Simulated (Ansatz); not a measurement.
I need a rigid scan of one bond angle of CH5BSeSi, SMILES [SeH][SiH]1BC1. Use Ansatz 0.2.0 through its Python package. Level of theory (for the species named): PBE0, def2-SVP basis, multiplicity 1.

```xyz
9

Se   -1.7321   -0.0258    1.8026
Si   -0.9614    0.1171   -0.3354
B     0.8884    0.9160   -0.2317
C     0.7268   -0.5816   -0.5966
H    -0.7832   -1.1013    2.1336
H    -1.6566    0.9151   -1.3684
H     1.6838    1.8146    0.0017
H     0.9351   -0.8127   -1.6554
H     0.9877   -1.2876    0.2324
```

Script `bend.py`:
```python
"""Energy of CH5BSeSi against one bond angle."""

import ansatz
from ase import Atoms

SETTINGS = {
    "basis_set": "def2-SVP",
    "functional": "pbe0",
    "force_tol": 0.02,
    "method": "mp2",
}

atoms = Atoms(["Se", "Si", "B", "C", "H", "H", "H", "H", "H"], positions=[
    (-1.7321, -0.0258, 1.8026),
    (-0.9614, 0.1171, -0.3354),
    (0.8884, 0.916, -0.2317),
    (0.7268, -0.5816, -0.5966),
    (-0.7832, -1.1013, 2.1336),
    (-1.6566, 0.9151, -1.3684),
    (1.6838, 1.8146, 0.0017),
    (0.9351, -0.8127, -1.6554),
    (0.9877, -1.2876, 0.2324),
])

# start the scan from a relaxed geometry
first = ansatz.Crystal.molecule_from_ase(atoms).calculation()
first = first.basis(gaussian=SETTINGS["basis_set"]).functional(SETTINGS["functional"])
first = first.relax(force_tolerance=SETTINGS["force_tol"], max_steps=80)
atoms.positions = first.run().report["positions_ang"]

rows = []
for angle in [85, 95, 105, 115, 125, 140, 160]:
    bent = atoms.copy()
    bent.set_angle(1, 0, 4, angle, indices=[4])
    base = ansatz.Crystal.molecule_from_ase(bent).calculation()
    base = base.basis(gaussian=SETTINGS["basis_set"]).correlation(SETTINGS["method"])
    rows.append((angle, base.run().report["free_energy_ev"]))
floor = min(e for _, e in rows)
for angle, e in rows:
    print(f"angle Si1-Se0-H4 = {angle:3d} deg   {1000 * (e - floor):9.1f} meV")
```

Running `python bend.py` prints:
```text
angle Si1-Se0-H4 =  85 deg        36.9 meV
angle Si1-Se0-H4 =  95 deg         0.0 meV
angle Si1-Se0-H4 = 105 deg        67.7 meV
angle Si1-Se0-H4 = 115 deg       231.3 meV
angle Si1-Se0-H4 = 125 deg       479.0 meV
angle Si1-Se0-H4 = 140 deg       971.4 meV
angle Si1-Se0-H4 = 160 deg      1695.3 meV
```

Caveats:
- The scan is rigid, and the energies are electronic, in a modest basis. The zero is the lowest point of the grid, which needn't be the minimum.
- The start is relaxed with a density functional and scanned with the wavefunction method, so it isn't exactly that method's minimum.
- Timing: 3.7 min on 1 thread of Arm Neoverse N1 (shared host), peak memory 0.31 GiB.
